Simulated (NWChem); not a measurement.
**One shape, several levels: CH4FOSi− (SMILES CO[SiH-]F)**

Aim: a comparison of 4 runs (HF/def2-SVP, PBE0/def2-SVP, wB97X/6-31+G*, B3LYP/cc-pVTZ) of CH4FOSi−. 

The results are computed with NWChem 7.3.0.

**1. Starting point**

CH4FOSi− has 8 atoms, charge -1, and is taken as a singlet. As SMILES, `CO[SiH-]F`. Geometry: relaxed at GFN2-xTB. This is one conformer, not always the lowest.

Bond lengths: C1–O2 1.343 Å, O2–Si3 1.744 Å, Si3–F4 1.694 Å, C1–H5 1.102 Å, C1–H6 1.108 Å, C1–H7 1.110 Å, Si3–H8 1.531 Å. Angles: C1–O2–Si3 113.6°, O2–Si3–F4 95.0°, O2–C1–H5 110.4°, O2–C1–H6 112.8°, O2–C1–H7 112.1°, O2–Si3–H8 98.4°, F4–Si3–H8 95.3°, H5–C1–H6 107.5°, H5–C1–H7 107.8°, H6–C1–H7 105.9°.

**2. Energy and forces at HF/def2-SVP (run 1)**

Contents of run.py:

```python
from ase import Atoms
from ase.calculators.nwchem import NWChem

system = Atoms(['C', 'O', 'Si', 'F', 'H', 'H', 'H', 'H'], positions=[
    [-0.585350, 0.950970, 0.066160],
    [-0.080160, 0.012680, -0.751060],
    [0.252850, -1.501710, 0.046780],
    [1.198940, -2.125600, -1.212500],
    [-0.785390, 1.880120, -0.491860],
    [0.096570, 1.204420, 0.902320],
    [-1.535860, 0.626250, 0.537600],
    [1.438390, -1.047120, 0.902570],
])

calc = NWChem(
    label='input',
    theory='scf',
    memory='2200 mb',
    basis='def2-SVP',
    basispar='spherical bse',
    charge=-1,
    scf={'nopen': '0', 'rhf': None, 'thresh': '1e-08', 'maxiter': '80'},
)
system.calc = calc

forces = system.get_forces()
print(f"energy = {system.get_potential_energy():.6f} eV")
print("forces (eV/A):")
for s, f in zip(system.symbols, forces):
    print(f"{s:2s} {f[0]:10.5f} {f[1]:10.5f} {f[2]:10.5f}")
print("dipole (e A):", system.get_dipole_moment().round(4))
```

Launch:

```
$ export ASE_NWCHEM_COMMAND="nwchem PREFIX.nwi > PREFIX.nwo"
$ python run.py
```

Standard output:

```text
energy = -13693.133064 eV
forces (eV/A):
C    -0.52137    0.78151    0.47838
O     0.40248   -0.52373   -0.21962
Si    0.12532   -0.82471   -0.72263
F    -0.19941   -0.09097    0.13941
H    -0.04433   -0.01563    0.16604
H    -0.11035    0.12429   -0.12238
H     0.08798    0.25860   -0.04407
H     0.25958    0.29064    0.32483
dipole (e A): [-0.4467  1.415   0.3817]
```

The calculator wrote input.nwi:

```
title "input"

permanent_dir input

scratch_dir input

start input

geometry units angstrom nocenter noautosym noautoz
  C  -5.8535000000000004e-01 9.5096999999999998e-01 6.6159999999999997e-02
  O  -8.0159999999999995e-02 1.2680000000000000e-02 -7.5105999999999995e-01
  Si 2.5285000000000002e-01 -1.5017100000000001e+00 4.6780000000000002e-02
  F  1.1989399999999999e+00 -2.1255999999999999e+00 -1.2124999999999999e+00
  H  -7.8539000000000003e-01 1.8801200000000000e+00 -4.9186000000000002e-01
  H  9.6570000000000003e-02 1.2044200000000000e+00 9.0232000000000001e-01
  H  -1.5358600000000000e+00 6.2624999999999997e-01 5.3759999999999997e-01
  H  1.4383900000000001e+00 -1.0471200000000001e+00 9.0256999999999998e-01
end

charge -1

memory 2200 mb

basis spherical bse noprint
   * library def2-SVP
end

scf
  nopen 0
  rhf
  thresh 1e-08
  maxiter 80
end

task scf gradient
```

input.nwo, shortened:

```text
[...]
      One-electron energy =  -1042.091934558114
[... 1 line left out ...]
 Nuclear repulsion energy =    168.488683002189
[... 39 lines left out ...]
                       ROHF Final Molecular Orbital Analysis
[... 205 lines left out ...]
     1   1 0 0     -0.844218      0.000000     17.745831
[...]
  wavefunction    =   RHF
                         RHF ENERGY GRADIENTS
    atom               coordinates                        gradient
                 x          y          z           x          y          z
   1 C      -1.106151   1.797073   0.125024    0.010139  -0.015198  -0.009303
   2 O      -0.151480   0.023962  -1.419298   -0.007827   0.010185   0.004271
   3 Si      0.477817  -2.837820   0.088401   -0.002437   0.016038   0.014053
[... 4 lines of this table left out ...]
   8 H       2.718163  -1.978770   1.705610   -0.005048  -0.005652  -0.006317
[...]
```

It took 14 s on 1 thread of Intel Xeon Platinum 8488C (Sapphire Rapids), shared host; peak memory 0.099 GiB.

**3. Energy and gradient at PBE0/def2-SVP (run 2)**

Changes to run.py since step 2:

```diff
@@ -15,4 +15,4 @@
 calc = NWChem(
-    label='input',
-    theory='scf',
+    label='mol',
+    theory='dft',
     memory='2200 mb',
@@ -21,3 +21,3 @@
     charge=-1,
-    scf={'nopen': '0', 'rhf': None, 'thresh': '1e-08', 'maxiter': '80'},
+    dft={'xc': 'pbe0', 'mult': '1', 'grid': 'xfine', 'convergence': 'energy 1e-08', 'iterations': '100', 'mulliken': None},
 )
@@ -26,3 +26,4 @@
 forces = system.get_forces()
-print(f"energy = {system.get_potential_energy():.6f} eV")
+e = system.get_potential_energy()
+print(f"E = {e:.6f} eV")
 print("forces (eV/A):")
```

Launch:

```
$ export ASE_NWCHEM_COMMAND="nwchem PREFIX.nwi > PREFIX.nwo"
$ python run.py
```

Standard output:

```text
E = -13728.918537 eV
forces (eV/A):
C    -0.32257    0.42295    0.24986
O     0.50990   -0.39646   -0.74917
Si   -0.30421   -1.01250   -0.43030
F    -0.04397   -0.16419   -0.06299
H    -0.12804    0.34031   -0.01682
H     0.14393    0.25968    0.29691
H    -0.32113    0.13010    0.24225
H     0.46604    0.42007    0.47020
dipole (e A): [-0.3837  1.3573  0.289 ]
```

The calculator wrote mol.nwi:

```
title "mol"

permanent_dir mol

scratch_dir mol

start mol

geometry units angstrom nocenter noautosym noautoz
  C  -5.8535000000000004e-01 9.5096999999999998e-01 6.6159999999999997e-02
  O  -8.0159999999999995e-02 1.2680000000000000e-02 -7.5105999999999995e-01
  Si 2.5285000000000002e-01 -1.5017100000000001e+00 4.6780000000000002e-02
  F  1.1989399999999999e+00 -2.1255999999999999e+00 -1.2124999999999999e+00
  H  -7.8539000000000003e-01 1.8801200000000000e+00 -4.9186000000000002e-01
  H  9.6570000000000003e-02 1.2044200000000000e+00 9.0232000000000001e-01
  H  -1.5358600000000000e+00 6.2624999999999997e-01 5.3759999999999997e-01
  H  1.4383900000000001e+00 -1.0471200000000001e+00 9.0256999999999998e-01
end

charge -1

memory 2200 mb

basis spherical bse noprint
   * library def2-SVP
end

dft
  xc pbe0
  mult 1
  grid xfine
  convergence energy 1e-08
  iterations 100
  mulliken
end

task dft gradient
```

mol.nwo, shortened:

```text
[...]
         Total DFT energy =     -504.528454554379
[...]
  wavefunction    = closed shell
                         DFT ENERGY GRADIENTS
    atom               coordinates                        gradient
                 x          y          z           x          y          z
   1 C      -1.106151   1.797073   0.125024    0.006273  -0.008225  -0.004859
   2 O      -0.151480   0.023962  -1.419298   -0.009916   0.007710   0.014569
   3 Si      0.477817  -2.837820   0.088401    0.005916   0.019690   0.008368
[... 4 lines of this table left out ...]
   8 H       2.718163  -1.978770   1.705610   -0.009063  -0.008169  -0.009144
[...]
```

Wall time 49 s (1 thread of Intel Xeon Platinum 8488C (Sapphire Rapids), shared host); peak memory 0.14 GiB.

Run 3 isn't shown in full; the table further down has it.

**4. Energy and gradient at B3LYP/cc-pVTZ (run 4)**

Contents of ch4fosi.nw:

```
start ch4fosi
memory stack 880 mb heap 220 mb global 1100 mb
charge -1

geometry noautosym nocenter noautoz
   C       -0.585350       0.950970       0.066160
   O       -0.080160       0.012680      -0.751060
   Si       0.252850      -1.501710       0.046780
   F        1.198940      -2.125600      -1.212500
   H       -0.785390       1.880120      -0.491860
   H        0.096570       1.204420       0.902320
   H       -1.535860       0.626250       0.537600
   H        1.438390      -1.047120       0.902570
end

basis "ao basis" spherical bse
   * library cc-pVTZ
end

dft
   xc b3lyp
   grid fine
   convergence energy 1e-08
   iterations 100
   mulliken
end

task dft gradient
```

Launch:

```
$ nwchem ch4fosi.nw > ch4fosi.out
```

Standard output:

```text
[...]
          Wavefunction type:  closed shell.
          No. of atoms     :     8
          No. of electrons :    42
[...]
          Charge           :    -1
          Spin multiplicity:     1
[...]
          AO basis - number of functions:   180
[...]
              XC Information
              --------------
                         B3LYP Method XC Potential
                     Hartree-Fock (Exact) Exchange  0.200
                        Slater Exchange Functional  0.800 local
                    Becke 1988 Exchange Functional  0.720 non-local
              Lee-Yang-Parr Correlation Functional  0.810
                  VWN I RPA Correlation Functional  0.190 local
[...]
 d= 0,ls=0.0,diis     1   -505.1432403905 -6.74D+02  6.91D-03  1.59D+00    17.7
[...]
 d= 0,ls=0.0,diis    10   -505.2691961429 -3.18D-09  1.89D-07  4.39D-09   129.9
         Total DFT energy =     -505.269196142881
      One electron energy =    -1042.787218165940
           Coulomb energy =      416.261840534306
    Exchange-Corr. energy =      -47.232501513436
 Nuclear repulsion energy =      168.488683002189
[...]
      Total Density - Mulliken Population Analysis
     ---------------------------------------------
    Atom       Charge   Shell Charges
 -----------   ------   -------------------------------------------------------
    1 C    6     5.99   1.96  0.19  0.77  0.27  0.87  1.41  0.42  0.03  0.06  0.01
    2 O    8     8.38   1.94  0.25  0.98  0.54  1.32  2.13  1.18  0.00  0.02  0.00
    3 Si  14    13.92   2.00  1.87  0.23  0.87  0.69  5.52  0.60  1.11  0.59  0.17  0.18  0.08
    4 F    9     9.42   1.94  0.28  1.04  0.63  1.60  2.36  1.57  0.00  0.01  0.00
    5 H    1     0.98   0.28  0.50  0.17  0.01  0.02  0.00
    6 H    1     1.00   0.28  0.50  0.19  0.01  0.02  0.00
    7 H    1     1.02   0.28  0.50  0.22  0.01  0.01  0.00
    8 H    1     1.28   0.26  0.53  0.48  0.00  0.01  0.00
[...]
  wavefunction    = closed shell
                         DFT ENERGY GRADIENTS
    atom               coordinates                        gradient
                 x          y          z           x          y          z
   1 C      -1.106151   1.797073   0.125024    0.013660  -0.022403  -0.015812
   2 O      -0.151480   0.023962  -1.419298   -0.014055   0.016157   0.018290
   3 Si      0.477817  -2.837820   0.088401    0.006314   0.018066   0.007093
   4 F       2.265668  -4.016802  -2.291293   -0.000211   0.002742   0.001546
   5 H      -1.484172   3.552912  -0.929481    0.001057  -0.000721  -0.002215
   6 H       0.182491   2.276024   1.705138    0.000496  -0.003037  -0.000437
   7 H      -2.902355   1.183441   1.015917    0.000900  -0.003720  -0.001378
   8 H       2.718163  -1.978770   1.705610   -0.008162  -0.007083  -0.007087
[...]
```

It took 3.6 min on 1 thread of Intel Xeon Platinum 8488C (Sapphire Rapids), shared host; peak memory 0.15 GiB.

**5. Overview of the runs**

| run | level | iteration cap | module | energy (Eh) | HOMO energy (eV) | LUMO energy (eV) | HOMO–LUMO gap (eV) | wall time |
| --- | --- | --- | --- | --- | --- | --- | --- | --- |
| 1 | HF/def2-SVP | 80 | scf | -503.213363 | -1.88 | 8.96 | 10.84 | 14 s |
| 2 | PBE0/def2-SVP | 100 | dft | -504.528455 | 0.61 | 6.01 | 5.40 | 49 s |
| 3 | wB97X/6-31+G* (spherical functions) | 100 | dft | -505.083954 | -2.14 | 5.30 | 7.44 | 2.1 min |
| 4 | B3LYP/cc-pVTZ | 100 | dft | -505.269196 | 0.59 | 5.01 | 4.41 | 3.6 min |

**6. Summary of results**

| quantity | value |
| --- | --- |
| run 4: total energy | -505.26920 Eh |
| run 4: HOMO energy | 0.59 eV |
| run 4: LUMO energy | 5.01 eV |
| run 4: HOMO–LUMO gap (to an unbound level, set by the basis) | 4.41 eV |
| run 4: largest force on an atom | 1.575 eV/Å |

What this shows: The HOMO–LUMO gap runs from 4.41 eV (B3LYP/cc-pVTZ) to 10.84 eV (HF/def2-SVP). The two ends differ in method and basis. The empty levels of an anion lie above zero and hang on the basis. Totals of different functionals can't be ranked against each other. In runs 2, 4 the HOMO lies above zero, so the outermost electron may be held by the basis alone. All runs together took 6.8 min, the longest 3.6 min.
